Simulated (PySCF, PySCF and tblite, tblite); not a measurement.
# C5H12SSi: conformers and averaged spectra, part 3 of 3

PySCF and tblite. Atoms count from 0.

### 13 Shieldings, conformer 5: B97-2/pcSseg-1 in acetone

Job settings and geometry (Å):

```
{"job": {"xc": "B97-2", "basis": "pcSseg-1", "solvent": "acetone", "kind": "nmr", "pop": false}, "charge": 0, "multiplicity": 1}
C      2.674322     0.121100     0.751506
S      2.123495     0.128200    -0.977798
C      0.308212     0.014304    -0.822962
C     -0.322737     1.187805    -0.076498
C     -1.763853     0.797294     0.241478
C     -1.746433    -0.576336     0.921099
Si    -0.413240    -1.567102    -0.011922
H      3.748957    -0.028085     0.725588
H      2.450623     1.075389     1.220359
H      2.197514    -0.694089     1.286363
H     -0.000791     0.049413    -1.870865
H      0.209559     1.357946     0.861921
H     -0.273948     2.106909    -0.663788
H     -2.238915     1.549623     0.874546
H     -2.331849     0.735487    -0.689443
H     -1.476445    -0.459028     1.971706
H     -2.733505    -1.033155     0.900843
H     -0.927125    -2.481040    -1.031020
H      0.506357    -2.275383     0.880621
```

Standard output:

```text
coarse grid: 16120 points
cycle   1  E = -885.2798934739  dE =  5.398e-01  |g| = 3.964e-01  |ddm| = 3.880e+00
cycle   2  E = -885.2655595480  dE =  1.433e-02  |g| = 4.690e-01  |ddm| = 8.406e-01
cycle   3  E = -885.3237265501  dE = -5.817e-02  |g| = 5.581e-02  |ddm| = 4.624e-01
cycle   4  E = -885.3244269753  dE = -7.004e-04  |g| = 2.216e-02  |ddm| = 8.806e-02
cycle   5  E = -885.3245366564  dE = -1.097e-04  |g| = 6.544e-03  |ddm| = 2.729e-02
cycle   6  E = -885.3245469785  dE = -1.032e-05  |g| = 1.928e-03  |ddm| = 7.735e-03
cycle   7  E = -885.3245478971  dE = -9.186e-07  |g| = 2.834e-04  |ddm| = 2.211e-03
final grid: 144176 points
cycle   8  E = -885.3590664411  dE = -7.120e-05  |g| = 3.632e-03  |ddm| = 3.292e-02
cycle   9  E = -885.3590669916  dE = -5.504e-07  |g| = 1.748e-03  |ddm| = 3.609e-03
cycle  10  E = -885.3590673372  dE = -3.456e-07  |g| = 7.164e-04  |ddm| = 1.712e-03
cycle  11  E = -885.3590674650  dE = -1.278e-07  |g| = 1.086e-04  |ddm| = 6.381e-04
cycle  12  E = -885.3590674672  dE = -2.260e-09  |g| = 5.346e-05  |ddm| = 1.740e-04
cycle  13  E = -885.3590674680  dE = -7.560e-10  |g| = 1.028e-05  |ddm| = 6.087e-05
converged SCF energy = -885.3590674680

GIAO shielding tensors (ppm)
atom      isotropic    diamagn.    paramagn.     s11        s22        s33       span
  0 C      170.388     251.204     -80.816    154.695    169.143    187.325     32.630
  1 S      572.706    1056.950    -484.245    418.624    560.543    738.950    320.326
  2 C      153.362     253.261     -99.899    131.341    154.265    174.482     43.141
  3 C      149.828     248.965     -99.137    118.892    159.811    170.781     51.889
  4 C      155.310     248.827     -93.517    133.153    162.147    170.631     37.478
  5 C      174.021     252.722     -78.701    156.034    170.654    195.376     39.343
  6 Si     393.854     880.568    -486.714    353.299    383.972    444.291     90.992
  7 H       29.866      28.256       1.611     24.539     26.515     38.544     14.005
  8 H       29.266      30.678      -1.412     23.947     27.616     36.234     12.287
  9 H       29.729      31.254      -1.525     24.174     29.292     35.719     11.545
 10 H       29.532      32.398      -2.866     24.644     28.414     35.539     10.894
 11 H       30.147      33.352      -3.205     24.832     31.442     34.167      9.335
 12 H       29.885      31.442      -1.557     24.998     28.192     36.464     11.466
 13 H       29.615      29.878      -0.264     24.138     27.318     37.389     13.251
 14 H       30.379      31.279      -0.899     25.777     28.299     37.062     11.285
 15 H       30.886      31.093      -0.207     26.867     27.930     37.860     10.993
 16 H       30.728      29.242       1.486     25.739     27.556     38.889     13.150
 17 H       27.954      29.842      -1.887     24.515     25.237     34.111      9.597
 18 H       27.678      29.931      -2.252     23.672     26.930     32.433      8.761
```

Run time: 25 s. Hardware: 1 thread of INTEL XEON PLATINUM 8581C at 2.30GHz, shared host; peak memory 1.1 GiB.

This run: HOMO -5.91 eV, LUMO 0.93 eV; dipole 2.64 D.

### 14 Single-point energy, conformer 5: PBE0/def2-SVP in acetone

Changed since step 13:

```diff
@@ -1,2 +1,2 @@
-{"job": {"xc": "B97-2", "basis": "pcSseg-1", "solvent": "acetone", "kind": "nmr", "pop": false}, "charge": 0, "multiplicity": 1}
+{"job": {"xc": "PBE0", "basis": "def2-SVP", "solvent": "acetone", "kind": "sp"}, "charge": 0, "multiplicity": 1}
 C      2.674322     0.121100     0.751506
```

Standard output:

```text
coarse grid: 16120 points
cycle   1  E = -884.4433245529  dE =  5.401e-01  |g| = 3.599e-01  |ddm| = 4.305e+00
cycle   2  E = -884.4362083733  dE =  7.116e-03  |g| = 4.047e-01  |ddm| = 8.890e-01
cycle   3  E = -884.4802618937  dE = -4.405e-02  |g| = 4.841e-02  |ddm| = 4.525e-01
cycle   4  E = -884.4808062162  dE = -5.443e-04  |g| = 1.928e-02  |ddm| = 9.485e-02
cycle   5  E = -884.4808979212  dE = -9.170e-05  |g| = 6.380e-03  |ddm| = 3.089e-02
cycle   6  E = -884.4809083895  dE = -1.047e-05  |g| = 1.249e-03  |ddm| = 8.081e-03
cycle   7  E = -884.4809088256  dE = -4.361e-07  |g| = 2.007e-04  |ddm| = 1.889e-03
final grid: 144176 points
cycle   8  E = -884.5827808560  dE = -3.713e-05  |g| = 9.331e-03  |ddm| = 3.812e-02
cycle   9  E = -884.5827644703  dE =  1.639e-05  |g| = 1.220e-02  |ddm| = 2.231e-02
cycle  10  E = -884.5828040131  dE = -3.954e-05  |g| = 6.680e-04  |ddm| = 1.310e-02
cycle  11  E = -884.5828041168  dE = -1.038e-07  |g| = 2.540e-04  |ddm| = 9.860e-04
cycle  12  E = -884.5828041338  dE = -1.694e-08  |g| = 4.753e-05  |ddm| = 3.127e-04
cycle  13  E = -884.5828041344  dE = -6.266e-10  |g| = 1.043e-05  |ddm| = 8.087e-05
converged SCF energy = -884.5828041344
```

It took 9.4 s on 1 thread of INTEL XEON PLATINUM 8581C at 2.30GHz, shared host.

In short: HOMO -5.99 eV, LUMO 1.21 eV; dipole 2.46 D.

### 15 Shieldings, conformer 6: B97-2/pcSseg-1 in acetone

Job settings and geometry (Å):

```
{"job": {"xc": "B97-2", "basis": "pcSseg-1", "solvent": "acetone", "kind": "nmr", "pop": false}, "charge": 0, "multiplicity": 1}
C      2.385025     0.593609    -0.137614
S      2.085849    -1.061109     0.544198
C      0.258969    -1.175481     0.612936
C     -0.424816    -1.038993    -0.751769
C     -1.020758     0.361694    -0.903639
C     -1.733473     0.733723     0.399513
Si    -0.594386     0.083419     1.779517
H      2.072111     0.629131    -1.177244
H      1.862225     1.339846     0.452782
H      3.456900     0.754069    -0.073894
H      0.144792    -2.195316     0.984040
H      0.270254    -1.261898    -1.563812
H     -1.235667    -1.770216    -0.803418
H     -0.227817     1.085833    -1.097385
H     -1.706683     0.390437    -1.753322
H     -1.931531     1.802973     0.441545
H     -2.700863     0.231808     0.443675
H     -1.292075    -0.588986     2.874180
H      0.322141     1.094708     2.309846
```

Standard output:

```text
coarse grid: 16120 points
cycle   1  E = -885.2771889595  dE =  5.320e-01  |g| = 3.966e-01  |ddm| = 3.877e+00
cycle   2  E = -885.2623015047  dE =  1.489e-02  |g| = 4.716e-01  |ddm| = 8.469e-01
cycle   3  E = -885.3210709831  dE = -5.877e-02  |g| = 5.529e-02  |ddm| = 4.676e-01
cycle   4  E = -885.3217558317  dE = -6.848e-04  |g| = 2.122e-02  |ddm| = 8.497e-02
cycle   5  E = -885.3218545769  dE = -9.875e-05  |g| = 6.970e-03  |ddm| = 2.680e-02
cycle   6  E = -885.3218665528  dE = -1.198e-05  |g| = 1.798e-03  |ddm| = 7.899e-03
cycle   7  E = -885.3218673464  dE = -7.937e-07  |g| = 2.958e-04  |ddm| = 2.095e-03
final grid: 144176 points
cycle   8  E = -885.3568416289  dE = -7.157e-05  |g| = 3.729e-03  |ddm| = 3.367e-02
cycle   9  E = -885.3568421353  dE = -5.064e-07  |g| = 1.965e-03  |ddm| = 3.947e-03
cycle  10  E = -885.3568426571  dE = -5.218e-07  |g| = 7.907e-04  |ddm| = 1.964e-03
cycle  11  E = -885.3568428152  dE = -1.581e-07  |g| = 9.722e-05  |ddm| = 7.102e-04
cycle  12  E = -885.3568428170  dE = -1.824e-09  |g| = 4.226e-05  |ddm| = 1.563e-04
cycle  13  E = -885.3568428175  dE = -4.702e-10  |g| = 8.345e-06  |ddm| = 5.251e-05
converged SCF energy = -885.3568428175

GIAO shielding tensors (ppm)
atom      isotropic    diamagn.    paramagn.     s11        s22        s33       span
  0 C      168.380     251.342     -82.962    152.831    168.727    183.583     30.751
  1 S      504.425    1056.463    -552.038    398.694    423.525    691.057    292.363
  2 C      157.457     252.907     -95.449    142.511    155.951    173.910     31.399
  3 C      143.988     247.664    -103.675    110.705    157.095    164.165     53.460
  4 C      153.509     248.991     -95.482    132.039    158.449    170.037     37.998
  5 C      172.738     252.283     -79.546    153.278    169.677    195.258     41.980
  6 Si     380.381     879.941    -499.561    324.035    380.638    436.469    112.433
  7 H       29.319      31.223      -1.904     24.552     28.014     35.392     10.840
  8 H       29.572      31.336      -1.764     24.795     29.235     34.686      9.891
  9 H       29.828      28.405       1.423     24.446     26.397     38.643     14.197
 10 H       29.498      31.405      -1.907     24.265     27.532     36.698     12.433
 11 H       29.727      31.475      -1.749     25.521     28.791     34.869      9.348
 12 H       29.587      31.432      -1.845     24.311     27.762     36.689     12.378
 13 H       30.251      32.945      -2.694     26.084     29.587     35.083      8.999
 14 H       29.727      30.581      -0.854     24.251     27.385     37.545     13.294
 15 H       30.613      30.012       0.601     26.100     27.351     38.387     12.287
 16 H       31.001      30.239       0.762     25.919     27.993     39.092     13.173
 17 H       27.654      29.434      -1.780     24.259     24.929     33.775      9.516
 18 H       27.618      29.494      -1.875     23.911     26.584     32.360      8.449
```

Wall time 25 s (1 thread of INTEL XEON PLATINUM 8581C at 2.30GHz, shared host); peak memory 1.1 GiB.

In short: HOMO -5.91 eV, LUMO 0.83 eV; dipole 2.62 D.

### 16 Single-point energy, conformer 6: PBE0/def2-SVP in acetone

Changed since step 15:

```diff
@@ -1,2 +1,2 @@
-{"job": {"xc": "B97-2", "basis": "pcSseg-1", "solvent": "acetone", "kind": "nmr", "pop": false}, "charge": 0, "multiplicity": 1}
+{"job": {"xc": "PBE0", "basis": "def2-SVP", "solvent": "acetone", "kind": "sp"}, "charge": 0, "multiplicity": 1}
 C      2.385025     0.593609    -0.137614
```

Standard output:

```text
coarse grid: 16120 points
cycle   1  E = -884.4408502825  dE =  5.323e-01  |g| = 3.601e-01  |ddm| = 4.300e+00
cycle   2  E = -884.4334773136  dE =  7.373e-03  |g| = 4.063e-01  |ddm| = 8.983e-01
cycle   3  E = -884.4778501858  dE = -4.437e-02  |g| = 4.793e-02  |ddm| = 4.552e-01
cycle   4  E = -884.4783842231  dE = -5.340e-04  |g| = 1.851e-02  |ddm| = 8.942e-02
cycle   5  E = -884.4784674298  dE = -8.321e-05  |g| = 6.637e-03  |ddm| = 3.009e-02
cycle   6  E = -884.4784788785  dE = -1.145e-05  |g| = 1.166e-03  |ddm| = 8.111e-03
cycle   7  E = -884.4784792604  dE = -3.819e-07  |g| = 2.058e-04  |ddm| = 1.828e-03
final grid: 144176 points
cycle   8  E = -884.5807476697  dE = -3.578e-05  |g| = 9.534e-03  |ddm| = 4.100e-02
cycle   9  E = -884.5807304358  dE =  1.723e-05  |g| = 1.250e-02  |ddm| = 2.209e-02
cycle  10  E = -884.5807718409  dE = -4.141e-05  |g| = 7.037e-04  |ddm| = 1.310e-02
cycle  11  E = -884.5807719571  dE = -1.162e-07  |g| = 2.520e-04  |ddm| = 1.051e-03
cycle  12  E = -884.5807719737  dE = -1.657e-08  |g| = 5.299e-05  |ddm| = 3.150e-04
cycle  13  E = -884.5807719745  dE = -7.603e-10  |g| = 1.179e-05  |ddm| = 8.666e-05
converged SCF energy = -884.5807719745
```

Run time: 9.7 s. Hardware: 1 thread of INTEL XEON PLATINUM 8581C at 2.30GHz, shared host.

This run: HOMO -6.00 eV, LUMO 1.11 eV; dipole 2.43 D.

### 17 Averages: properties at B97-2/pcSseg-1 in acetone

Job settings and geometry (Å):

```
{"job": {"study": "conf", "smiles": "CS[C@@H]1CCC[SiH2]1", "search": {"seed": 5640, "n_embed": 90, "ff_keep": 18, "window": 3.0, "nmax": 10, "temps": [150, 200, 250, 298.15, 400], "t_ref": 298.15, "order": 0.001}, "level": {"nmr": {"xc": "B97-2", "basis": "pcSseg-1", "solvent": "acetone"}, "sp": {"xc": "PBE0", "basis": "def2-SVP", "solvent": "acetone"}}, "kind": "conf"}, "charge": 0, "multiplicity": 1}
C      2.992527     0.511979     0.239026
S      1.610182    -0.388302     1.000414
C      0.448755    -0.447518    -0.412452
C     -0.296876     0.873154    -0.577412
C     -1.447043     0.892159     0.423968
C     -2.245701    -0.402726     0.251543
Si    -0.921645    -1.739668    -0.047951
H      3.380967    -0.063494    -0.597559
H      2.662076     1.492421    -0.093175
H      3.755028     0.619234     1.003354
H      1.061365    -0.677346    -1.284215
H      0.361210     1.733155    -0.432286
H     -0.695736     0.923649    -1.594733
H     -1.028437     0.928471     1.431953
H     -2.075151     1.774208     0.284590
H     -2.878387    -0.587245     1.117204
H     -2.907888    -0.312967    -0.610711
H     -1.174499    -2.566397    -1.231811
H     -0.610549    -2.553517     1.122790
```

Standard output:

```text
conformer  sym    E(xTB)   E(DFT)   G(298.15 K)  weight  dipole/D
    1     C1      0.128    0.186    0.145   0.3388    2.568
    2     C1      0.112    0.000    0.000   0.4329    2.279
    3     C1      0.000    0.587    0.773   0.1174    1.652
    4     C1      0.201    1.115    1.197   0.0574    1.987
    5     C1      0.249    1.096    1.308   0.0476    2.457
    6     C1      0.965    2.041    2.538   0.0060    2.428

mean shielding (ppm) by class
class atoms           150 K      200 K      250 K   298.15 K      400 K
  0 C  0            163.019    163.147    163.287    163.415    163.649
  1 S  1            536.843    536.786    536.966    537.199    537.631
  2 C  2            150.991    150.971    150.963    150.967    151.003
  3 C  3            147.635    147.491    147.437    147.421    147.427
  4 C  4            156.673    156.508    156.386    156.296    156.157
  5 C  5            176.325    176.239    176.171    176.115    176.018
  6 Si 6            378.348     378.44    378.515    378.583    378.713
  7 H  7,8,9         29.516      29.52     29.524     29.527     29.533
  8 H  10            29.503     29.503     29.503     29.503     29.504
  9 H  11            30.052     30.081       30.1     30.113     30.129
 10 H  12             29.86     29.814     29.788     29.771     29.751
 11 H  13            29.881     29.869     29.862     29.856      29.85
 12 H  14            30.007      30.03     30.046     30.057     30.072
 13 H  15            30.812     30.808     30.804     30.801     30.796
 14 H  16            30.947     30.929     30.915     30.904     30.889
 15 H  17            27.576     27.578     27.579      27.58     27.582
 16 H  18            28.038     28.025     28.013     28.001     27.981
```

Wall time 3.6 min (1 thread of INTEL XEON PLATINUM 8581C at 2.30GHz, shared host). This counts the runs that the step sums up.

The search (ETKDG and KDG, MMFF94s, GFN2-xTB) embedded 90 structures, kept 6 distinct ones after the force field and 6 after xTB; 6 were carried on (window 3.0 kcal/mol at the search's own energies). Energies: PBE0/def2-SVP in acetone with D3(BJ).

The conformers at 298 K:

| no. | group | mirror pair | ΔE xTB | ΔE DFT | ΔG | weight (%) | μ (D) | C0–S1–C2–Si6 (°) | A, B, C (GHz) |
| --- | --- | --- | --- | --- | --- | --- | --- | --- | --- |
| 1 | C1 | no | 0.13 | 0.19 | 0.14 | 33.9 | 2.57 | 172 | 3.32, 1.15, 0.92 |
| 2 | C1 | no | 0.11 | 0.00 | 0.00 | 43.3 | 2.28 | 165 | 3.16, 1.22, 1.03 |
| 3 | C1 | no | 0.00 | 0.59 | 0.77 | 11.7 | 1.65 | 80 | 2.99, 1.31, 1.06 |
| 4 | C1 | no | 0.20 | 1.11 | 1.20 | 5.7 | 1.99 | 68 | 3.29, 1.19, 0.95 |
| 5 | C1 | no | 0.25 | 1.10 | 1.31 | 4.8 | 2.46 | -63 | 2.92, 1.21, 1.07 |
| 6 | C1 | no | 0.96 | 2.04 | 2.54 | 0.6 | 2.43 | -63 | 2.66, 1.33, 1.19 |

Energies in kcal/mol. ΔG holds xTB vibrations and rotation, symmetry numbers and mirror pairs.

Weights (%) by temperature:

| no. | 150 K | 200 K | 250 K | 298 K | 400 K |
| --- | --- | --- | --- | --- | --- |
| 2 | 60.2 | 52.8 | 47.3 | 43.3 | 37.3 |
| 1 | 32.9 | 34.4 | 34.4 | 33.9 | 32.2 |
| 3 | 5.0 | 8.0 | 10.2 | 11.7 | 13.7 |
| 4 | 1.1 | 2.6 | 4.2 | 5.7 | 8.4 |
| 5 | 0.8 | 2.1 | 3.5 | 4.8 | 7.0 |
| 6 | 0.0 | 0.1 | 0.3 | 0.6 | 1.4 |

Other ways of weighting, at the same temperature:

| scheme | 2 | 1 | 3 | 4 | 5 | 6 | mean μ (D) |
| --- | --- | --- | --- | --- | --- | --- | --- |
| DFT free energy | 43 | 34 | 12 | 6 | 5 | 1 | 2.30 |
| DFT energy, symmetry counted | 41 | 30 | 15 | 6 | 6 | 1 | 2.27 |
| DFT energy alone | 41 | 30 | 15 | 6 | 6 | 1 | 2.27 |
| xTB energy, symmetry counted | 20 | 19 | 24 | 17 | 16 | 5 | 2.17 |
| xTB free energy | 23 | 24 | 20 | 17 | 13 | 2 | 2.20 |
| lowest conformer only | 100 | 0 | 0 | 0 | 0 | 0 | 2.28 |
| equal weights | 17 | 17 | 17 | 17 | 17 | 17 | 2.23 |
| conformers found from three starts alone | 52 | 41 | 0 | 7 | 0 | 0 | 2.38 |

Shifts against references run at the same level (¹³C TMS 187.1, ²⁹Si TMS 354.2, ¹H TMS 31.80 ppm of shielding), by class of atoms, at 298 K:

| atoms | environment | no. 2 | no. 1 | no. 3 | average |
| --- | --- | --- | --- | --- | --- |
| C3 | sp3 CH2 in a ring | 37.6 | 42.8 | 39.7 | 39.6 |
| C2 | sp3 CH bonded to S and Si | 36.2 | 35.7 | 37.6 | 36.1 |
| C4 | sp3 CH2 in a ring | 29.3 | 32.2 | 31.1 | 30.8 |
| C0 | methyl carbon bonded to S | 24.1 | 24.4 | 22.5 | 23.6 |
| C5 | sp3 CH2 bonded to Si | 10.2 | 11.7 | 10.6 | 10.9 |
| H17 | hydrogen on a silicon bonded to 2 C, in a 5-membered ring | 4.27 | 4.11 | 4.44 | 4.22 |
| H18 | hydrogen on a silicon bonded to 2 C, in a 5-membered ring | 3.75 | 3.74 | 3.93 | 3.80 |
| H10 | hydrogen on an sp3 CH bonded to S and Si | 2.29 | 2.31 | 2.29 | 2.30 |
| H7, H8, H9 | hydrogen on a methyl carbon bonded to S | 2.28 | 2.31 | 2.19 | 2.27 |
| H12 | hydrogen on an sp3 CH2 in a ring | 1.50 | 2.76 | 1.79 | 2.03 |
| H13 | hydrogen on an sp3 CH2 in a ring | 1.77 | 2.22 | 1.56 | 1.94 |
| H14 | hydrogen on an sp3 CH2 in a ring | 2.00 | 1.39 | 2.07 | 1.74 |
| H11 | hydrogen on an sp3 CH2 in a ring | 2.02 | 1.21 | 2.05 | 1.69 |
| H15 | hydrogen on an sp3 CH2 bonded to Si | 1.00 | 0.94 | 1.20 | 1.00 |
| H16 | hydrogen on an sp3 CH2 bonded to Si | 0.73 | 1.07 | 0.84 | 0.89 |
| S1 | sulfide sulfur | 540 (σ) | 531 (σ) | 529 (σ) | 537 (σ) |
| Si6 | silicon bonded to 2 C, 2 H, in a 5-membered ring | -22.8 | -27.2 | -19.0 | -24.4 |

Effective distances for nuclear Overhauser effects, ⟨r⁻⁶⟩^(−1/6) over all pairs of two classes (Å): H15···H16 1.75; H11···H12 1.77; H13···H14 1.77; H10···H12 2.40; H13···H15 2.41; H14···H16 2.41; H17···H18 2.42; H11···H13 2.46.

### 18 What came out

The summary covers parts 1 to 3.

| quantity | value |
| --- | --- |
| conformers | 6; the first in weight is no. 2 (C1), 43 % at 298 K |
| root-mean-square dipole | 2.31 D |
| averaged ¹³C shifts (B97-2/pcSseg-1 in acetone) | 39.6, 36.1, 30.8, 23.6, 10.9 ppm |
| averaged ¹H shifts (B97-2/pcSseg-1 in acetone) | 4.22, 3.80, 2.30, 2.27, 2.03, 1.94, 1.74, 1.69, 1.00, 0.89 ppm |
| averaged ²⁹Si shifts (B97-2/pcSseg-1 in acetone) | -24.4 ppm |

In words: Conformer 2 leads with 43 % at 298 K, and its share goes from 60 % at 150 K to 37 % at 400 K. xTB puts no. 3 lowest, DFT no. 2. Among conformers over 5 %, H12 differs by 1.26 ppm, while the average moves by 0.11 ppm from 150 to 400 K.
